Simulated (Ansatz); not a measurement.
# LaSc3S: the cost of one run

Computed with Ansatz 0.2.0 (DFT PBE, scalar-relativistic, plane waves, PAW, unless a step's input says otherwise).

**1. The structure to begin with**

It takes space group Pm-3m (No. 221, cubic). The conventional cell has a = 5.018 Å, b = 5.018 Å, c = 5.018 Å, α = 90.00°, β = 90.00°, γ = 90.00°. La (site symmetry m-3m) is surrounded by 12 Sc at 3.55 Å. Sc (site symmetry 4/mmm) has 2 S at 2.51 Å as nearest neighbours. S (site symmetry m-3m) has 6 Sc at 2.51 Å as nearest neighbours.

Coordinates:

```cif
data_structure
_symmetry_space_group_name_H-M 'Pm-3m'
_symmetry_Int_Tables_number 221
_cell_length_a 5.0181
_cell_length_b 5.0181
_cell_length_c 5.0181
_cell_angle_alpha 90.000
_cell_angle_beta 90.000
_cell_angle_gamma 90.000
_cell_volume 126.36
loop_
_atom_site_label
_atom_site_type_symbol
_atom_site_symmetry_multiplicity
_atom_site_Wyckoff_symbol
_atom_site_fract_x
_atom_site_fract_y
_atom_site_fract_z
_atom_site_occupancy
La1 La 1 a 0.00000 0.00000 0.00000 1
Sc1 Sc 3 c 0.00000 0.50000 0.50000 1
S1 S 1 b 0.50000 0.50000 0.50000 1
```

It is the end of an earlier relaxation with the same method, from a database cell with other species swapped in; it is a trial structure. At a tolerance of 0.05 Å it has space group Pm-3m (No. 221); it has 25.27 Å³/atom, an uncorrected energy of -0.59 eV/atom over the elements.

**2. Electronic structure at the relaxed geometry**

input.yaml

```yaml
crystal:
  lattice:
    - [5.0180961452, 0.0, 0.0]
    - [0.0, 5.0180961452, 0.0]
    - [0.0, 0.0, 5.0180961452]
  atoms:
    - { symbol: La, position: [0.0, 0.0, 0.0] }
    - { symbol: Sc, position: [0.0, 0.5, 0.5] }
    - { symbol: Sc, position: [0.5, 0.0, 0.5] }
    - { symbol: Sc, position: [0.5, 0.5, 0.0] }
    - { symbol: S, position: [0.5, 0.5, 0.5] }
basis:
  ecutwfc: 420
kpoints:
  mp_grid: { grid: [8, 8, 8] }
  band_path:
    path:
      - [[0.0, 0.0, 0.0], [0.0, 0.5, 0.0], [0.5, 0.5, 0.0], [0.0, 0.0, 0.0], [0.5, 0.5, 0.5], [0.0, 0.5, 0.0]]
      - [[0.5, 0.5, 0.5], [0.5, 0.5, 0.0]]
    npoints: 14
hamiltonian:
  xc: pbe
scf:
  occupations: { method: gaussian, width: 0.1 }
  n_extra_bands: 12
output:
  forces: true
  stress: true
  eigenvalues: true
  populations: true
  dos: { projected: true, de: 0.02, nscf_kmesh: { grid: [10, 10, 10] } }
  bader: true
  write_density: true
  write_potential: true
  elf: true
  volumetric_format: npy
```

Launch:

```bash
ansatz run input.yaml --threads 1 --pin off --max-ram 2048MiB --backend cpu --events-out ev --progress --plain --runs-dir out
```

**Question.** How long does this run take on 1 thread of Arm Neoverse V2, shared host, and how much memory does it need?

About 56 s, with a peak of 0.52 GiB.
